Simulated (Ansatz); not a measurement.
# CH3Ge: the cost of one run

Method: cc-pVTZ, core rule «outside noble gas», up to 15 orbitals frozen; program: Ansatz 0.2.0, Gaussian basis.

The runs, in order: UHF; CCSD(T) on ROHF; CCSD(T) on UHF; BCCD(T) on ROHF; CCSDT(Q) on ROHF; CCSDT(Q) on UHF; CASSCF and NEVPT2, 3 electrons in 3 orbitals.

### 1 The system

The geometry derives from a PBE0/def2-TZVP stationary point (not a proven minimum). One bond is set to the value named and the two fragments are kept rigid. No spin-orbit coupling is included. The filled d shell of Ge may be among the frozen orbitals whatever the setting's name suggests.

5 atoms, charge 0, spin multiplicity 2.

Atoms are counted from 1 here; the program's logs count them from 0.

Bond lengths: Ge1–C2 1.891 Å, Ge1–H3 1.529 Å, Ge1–H4 1.522 Å, C2–H5 1.077 Å. Angles: C2–Ge1–H3 123.1°, C2–Ge1–H4 120.6°, H3–Ge1–H4 116.3°, Ge1–C2–H5 152.0°.

### 2 UHF

in.yaml

```yaml
crystal:
  periodic: [false, false, false]
  atoms:
    - {symbol: Ge, position_ang: [0.000000, 0.010442, 0.273079]}
    - {symbol: C, position_ang: [0.000000, -0.099635, -1.614714]}
    - {symbol: H, position_ang: [0.000000, 1.337496, 1.031839]}
    - {symbol: H, position_ang: [0.000000, -1.251816, 1.123172]}
    - {symbol: H, position_ang: [0.000000, 0.349069, -2.594130]}
basis:
  gaussian: {orbitals: cc-pVTZ}
magnetization: {spin_polarized: true, initial_magnetization: 1}
hamiltonian: {xc: hf}
output: {orbitals: {seedname: orbitals}}
```

On the command line:

```console
> ansatz run in.yaml --threads 1 --pin off --events-out ev --progress --plain --max-ram 4096MiB --backend cpu
```

Q: Estimate wall time and peak memory on 1 thread of AMD EPYC 7R13, shared host.

About 7.5 s, with a peak of 0.31 GiB.
